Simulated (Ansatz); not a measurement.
# CH₄ClIn: up Jacob's ladder to CCSD(T)

An exercise on one series of results from a longer session: the logs are not shown, and one member is left open.

The runs use Ansatz 0.2.0, Gaussian basis; functionals in def2-TZVPP, the program's frozen cores in correlated methods.

Plan: LDA (SPW92), PBE-D4, revPBE-D4, BLYP-D4, r2SCAN-D4, B97M-V, PBE0-D4, B3LYP-D4, r2SCANh-D4, r2SCAN0-D4, HSE06-D4, BHLYP-D4, CAM-B3LYP-D4, LC-ωPBE, ωB97X-V, ωB97M-V, B2PLYP, PBE-QIDH; CCSD(T)/def2-SVP; CCSD(T)/def2-TZVPP; CCSD(T)/def2-QZVPP; extrapolation to the limit; RPA on PBE.

### Structure used throughout

An earlier PBE0-D4 in a triple-zeta def2 set relaxation fixed the geometry. In takes the def2 core potential; no spin-orbit term is included.

SMILES `[CH3][InH][Cl]`, 7 atoms, charge 0, spin multiplicity 1.

Atoms are counted from 1 here; the program's logs count them from 0.

Bond lengths: C1–In2 2.131 Å, C1–H4 1.089 Å, C1–H5 1.091 Å, C1–H6 1.091 Å, In2–Cl3 2.357 Å, In2–H7 1.708 Å. Angles: In2–C1–H4 111.9°, In2–C1–H5 108.7°, In2–C1–H6 108.6°, H4–C1–H5 109.8°, H4–C1–H6 109.5°, H5–C1–H6 108.2°, C1–In2–Cl3 111.0°, C1–In2–H7 137.6°, Cl3–In2–H7 111.5°.

Set-up of the first run:

Contents of in.yaml:

```yaml
crystal:
  periodic: [false, false, false]
  atoms:
    - {symbol: C, position_ang: [-0.941204, 0.402125, -0.305110]}
    - {symbol: In, position_ang: [1.049408, -0.280442, 0.032652]}
    - {symbol: Cl, position_ang: [1.201389, -1.465058, 2.064746]}
    - {symbol: H, position_ang: [-1.057145, 0.846463, -1.292679]}
    - {symbol: H, position_ang: [-1.622888, -0.442182, -0.197110]}
    - {symbol: H, position_ang: [-1.190173, 1.141647, 0.457575]}
    - {symbol: H, position_ang: [2.560613, -0.202544, -0.760073]}
basis:
  gaussian: {orbitals: def2-TZVPP}
hamiltonian: {xc: lda}
output: {orbitals: {seedname: orbitals}}
```

Started as:

```sh
$ ansatz run in.yaml --threads 2 --pin off --events-out ev --progress --plain --max-ram 32768MiB --backend cpu
```

Among the steps run: LDA; PBE-D4 (GGA); revPBE-D4 (GGA); BLYP-D4 (GGA); r2SCAN-D4 (meta-GGA); B97M-V (meta-GGA); PBE0-D4 (hybrid); B3LYP-D4 (hybrid); r2SCANh-D4 (hybrid); r2SCAN0-D4 (hybrid); HSE06-D4 (hybrid); BHLYP-D4 (hybrid); CAM-B3LYP-D4 (range-separated); LC-ωPBE (range-separated); ωB97X-V (range-separated); ωB97M-V (range-separated); B2PLYP (double hybrid); PBE-QIDH (double hybrid).

One of the session's tables, all rows but one given; the rest of the session is left out.

It belongs to the step «Orbital energies across the functionals». 

```
  functional  HOMO (eV)  LUMO (eV)  gap (eV)
 LDA (SPW92)      -6.74      -2.58      4.16
      PBE-D4      -6.60      -2.31      4.30
   revPBE-D4      -6.55      -2.19      4.36
     BLYP-D4      -6.45      -2.28      4.17
   r2SCAN-D4      -6.90      -2.04      4.86
      B97M-V      -6.98      -2.31      4.68
     PBE0-D4      -7.87      -1.59      6.28
    B3LYP-D4          ?          ?         ?
  r2SCANh-D4      -7.37      -1.79      5.57
  r2SCAN0-D4      -8.07      -1.43      6.64
    HSE06-D4      -7.47      -1.95      5.52
    BHLYP-D4      -8.99      -0.97      8.03
CAM-B3LYP-D4      -9.20      -0.81      8.39
     LC-ωPBE     -10.57       0.32     10.89
     ωB97X-V     -10.20       0.18     10.38
     ωB97M-V     -10.06      -0.11      9.94
```

Estimate the missing values for B3LYP-D4.

Worked estimate for «HOMO (eV)». Against the share of exact exchange, BLYP-D4 (0, -6.45), BHLYP-D4 (0.5, -8.99) give a slope of -5.08 per unit share; at 0.2 the line stands at -7.47.

As computed: HOMO (eV): -7.63; LUMO (eV): -1.88; gap (eV): 5.75. In «HOMO (eV)» the line misses by +0.16.
